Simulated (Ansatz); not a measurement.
# C2H11NSSi2: the cost of one run

Program: Ansatz 0.2.0. Level of theory: RHF/STO-3G. These are calculated values, not measurements.

### 1 The system as given

Bond lengths (14 of 16 bonds, heavy atoms first): C1–S2 1.870 Å, S2–Si3 2.132 Å, Si3–C4 1.951 Å, Si3–N5 1.689 Å, Si3–Si6 2.338 Å, C1–H7 1.079 Å, C1–H8 1.074 Å, C1–H9 1.045 Å, C4–H10 1.071 Å, C4–H11 1.077 Å, C4–H12 1.064 Å, N5–H13 1.006 Å, N5–H14 1.048 Å, Si6–H15 1.465 Å. Angles (14 of 28 angles, heavy atoms first): C1–S2–Si3 105.1°, S2–Si3–C4 109.2°, S2–Si3–N5 102.3°, S2–Si3–Si6 112.9°, C4–Si3–N5 109.8°, C4–Si3–Si6 107.6°, N5–Si3–Si6 115.0°, S2–C1–H7 109.0°, S2–C1–H8 107.5°, S2–C1–H9 106.3°, Si3–C4–H10 108.0°, Si3–C4–H11 107.4°, Si3–C4–H12 107.9°, Si3–N5–H13 112.1°.

Its coordinates follow in the input file.

### 2 End point A

File input.yaml:

```yaml
crystal:
  periodic: [false, false, false]
  atoms:
    - { symbol: C, position_ang: [-0.0691, -2.5006, -0.536] }
    - { symbol: S, position_ang: [-1.0348, -1.0605, -1.2363] }
    - { symbol: Si, position_ang: [-0.249, 0.6644, -0.2605] }
    - { symbol: C, position_ang: [1.6794, 0.7395, -0.5448] }
    - { symbol: "N", position_ang: [-1.0003, 1.924, -1.0975] }
    - { symbol: Si, position_ang: [-0.6234, 0.652, 2.0478] }
    - { symbol: H, position_ang: [0.9789, -2.3583, -0.7499] }
    - { symbol: H, position_ang: [-0.2358, -2.5157, 0.5247] }
    - { symbol: H, position_ang: [-0.4709, -3.3618, -0.9703] }
    - { symbol: H, position_ang: [2.0428, 1.6507, -0.1151] }
    - { symbol: H, position_ang: [2.1122, -0.112, -0.0473] }
    - { symbol: H, position_ang: [1.8578, 0.7062, -1.5937] }
    - { symbol: H, position_ang: [-0.8639, 1.8525, -2.0919] }
    - { symbol: H, position_ang: [-2.036, 1.8129, -0.9794] }
    - { symbol: H, position_ang: [-0.0193, 1.8105, 2.7112] }
    - { symbol: H, position_ang: [-2.0806, 0.6564, 2.3376] }
    - { symbol: H, position_ang: [-0.0071, -0.5606, 2.6413] }
basis:
  gaussian: { orbitals: STO-3G }
hamiltonian:
  xc: hf
relax:
  f_tol: 0.015
  max_steps: 40
```

The run is started by

```
ansatz run input.yaml --threads 1 --pin off --max-ram 2048MiB --backend cpu --events-out ev --progress --plain --runs-dir out
```

What time and memory should one allow on 1 thread of Arm Neoverse V1, shared host?

About 30 s, with a peak of 0.13 GiB.
